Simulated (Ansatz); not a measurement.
# ZrTl3B2 (element-swapped structure): how the settings move a relaxation

Aim: see which settings change the result for ZrTl3B2 (element-swapped structure), by how much, and at what cost.

Computed with Ansatz 0.2.0 (reference: DFT PBE, plane waves, PAW, scalar-relativistic, no spin polarisation, unless a step's input says otherwise).

### 1 The starting structure

Symmetry: P6/mmm, No. 191, hexagonal system. Conventional cell: a = 5.885 Å, b = 5.885 Å, c = 3.692 Å, α = 90.00°, β = 90.00°, γ = 120.00°. B (site symmetry -6m2) has 6 Tl at 2.51 Å and 3 Zr at 3.40 Å as nearest neighbours. Tl (site symmetry mmm) is surrounded by 4 B at 2.51 Å. Around Zr (site symmetry 6/mmm) lie 6 B at 3.40 Å and 12 Tl at 3.47 Å and 2 Zr at 3.69 Å.

As a file:

```cif
data_structure
_symmetry_space_group_name_H-M 'P6/mmm'
_symmetry_Int_Tables_number 191
_cell_length_a 5.8854
_cell_length_b 5.8854
_cell_length_c 3.6918
_cell_angle_alpha 90.000
_cell_angle_beta 90.000
_cell_angle_gamma 120.000
_cell_volume 110.74
loop_
_atom_site_label
_atom_site_type_symbol
_atom_site_symmetry_multiplicity
_atom_site_Wyckoff_symbol
_atom_site_fract_x
_atom_site_fract_y
_atom_site_fract_z
_atom_site_occupancy
B1 B 2 c 0.33333 0.66667 0.00000 1
Tl1 Tl 3 g 0.50000 0.00000 0.50000 1
Zr1 Zr 1 a 0.00000 0.00000 0.00000 1
```

### 2 Reference

Contents of input.yaml:

```yaml
crystal:
  lattice:
    - [2.942717, 5.096933, 0.0]
    - [-2.942717, 5.096933, 0.0]
    - [0.0, 0.0, 3.691773]
  atoms:
    - { symbol: B, position: [0.3333, 0.3334, 0.0] }
    - { symbol: B, position: [0.6666, 0.6667, 0.0] }
    - { symbol: Tl, position: [0.5, 0.5, 0.5] }
    - { symbol: Tl, position: [0.5, 0.0, 0.5] }
    - { symbol: Tl, position: [0.0, 0.5, 0.5] }
    - { symbol: Zr, position: [0.0, 0.0, 0.0] }
  symmetry: { tolerance: 0.0003 }
kpoints:
  mp_grid: { grid: [4, 4, 5], shift: [0, 0, 0] }
magnetization:
  spin_polarized: false
scf:
  occupations: { method: gaussian, width: 0.0655 }
hamiltonian:
  pseudopotentials: { kind: paw }
  xc: pbe
basis:
  ecutwfc: 420
output:
  forces: true
  stress: true
  eigenvalues: true
relax:
  max_steps: 40
  cell: {}
```

Command:

```sh
$ ansatz run input.yaml --threads 1 --pin off --max-ram 2560MiB --backend cpu --events-out ev --progress --plain --runs-dir out
```

### 3 Changed: occupations.method cold, occupations.width 0.025, mixing.algorithm broyden, mixing.beta 0.9, hubbard.sites [{species: Zr, l: d, u_eff: 4.0}], hubbard.double_counting fll

input.yaml, as its differences from that of step 2:

```diff
@@ -18,3 +18,4 @@
 scf:
-  occupations: { method: gaussian, width: 0.0655 }
+  occupations: { method: cold, width: 0.025 }
+  mixing: { algorithm: broyden, beta: 0.9 }
 hamiltonian:
@@ -22,2 +23,3 @@
   xc: pbe
+  hubbard: { sites: [{ species: Zr, l: d, u_eff: 4.0 }], double_counting: fll }
 basis:
```

### 4 Changed: preconditioner none, hubbard.sites [{species: Zr, l: d, u_eff: 8.0}], hubbard.double_counting fll

input.yaml, as its differences from that of step 2:

```diff
@@ -19,2 +19,3 @@
   occupations: { method: gaussian, width: 0.0655 }
+  mixing: { preconditioner: none }
 hamiltonian:
@@ -22,2 +23,3 @@
   xc: pbe
+  hubbard: { sites: [{ species: Zr, l: d, u_eff: 8.0 }], double_counting: fll }
 basis:
```

### 5 Changing settings: hubbard.sites [{species: Zr, l: d, u_eff: 4.0}], hubbard.double_counting amf

input.yaml, as its differences from that of step 2:

```diff
@@ -22,2 +22,3 @@
   xc: pbe
+  hubbard: { sites: [{ species: Zr, l: d, u_eff: 4.0 }], double_counting: amf }
 basis:
@@ -28,2 +29,6 @@
   eigenvalues: true
+  write_density: true
+  write_potential: true
+  elf: true
+  volumetric_format: npy
 relax:
```

### 6 Changed: occupations.width 0.01

input.yaml, as its differences from that of step 2:

```diff
@@ -18,3 +18,3 @@
 scf:
-  occupations: { method: gaussian, width: 0.0655 }
+  occupations: { method: gaussian, width: 0.01 }
 hamiltonian:
@@ -28,2 +28,6 @@
   eigenvalues: true
+  write_density: true
+  write_potential: true
+  elf: true
+  volumetric_format: npy
 relax:
```

What does the calculation give? Wanted: for each run, ending; energy change; pressure; gap; force.

**Answer**, as computed:

```csv
run,ending,energy change,pressure (GPa),gap (eV),force (eV/Å),cycles,time
reference,converged,0,0.0,0.00,0.00,-,7.3 s
"1: occupations.method cold, occupations.width 0.025, mixing.algorithm broyden, mixing.beta 0.9, hubbard.sites [{species: Zr, l: d, u_eff: 4.0}], hubbard.double_counting fll",converged,+552.3 meV/atom (σ→0) (U changed: no physical gain or loss),0.0,0.00,0.00,55,16 s
"2: preconditioner none, hubbard.sites [{species: Zr, l: d, u_eff: 8.0}], hubbard.double_counting fll",converged,+740.1 meV/atom (U changed: no physical gain or loss),0.0,0.00,0.00,-,23 s
"3: hubbard.sites [{species: Zr, l: d, u_eff: 4.0}], hubbard.double_counting amf",converged,-83.5 meV/atom (U changed: no physical gain or loss),0.0,0.00,0.00,-,17 s
4: occupations.width 0.01,converged,+0.4 meV/atom (σ→0),0.0,0.00,0.00,-,8.6 s
```

Times don't compare one to one where runs were asked for different outputs or read a saved state (see the inputs); cycles may leave out searches for a lower state.

«occupations.width 0.01» moves the energy by +0.4 meV/atom. A changed U is a change of model: its shifts are not errors of convergence.

The reference is no final answer either: it is run without spin, though an odd electron count or open d shells could carry moments; its mesh is coarse for a cell with so small a gap or none.
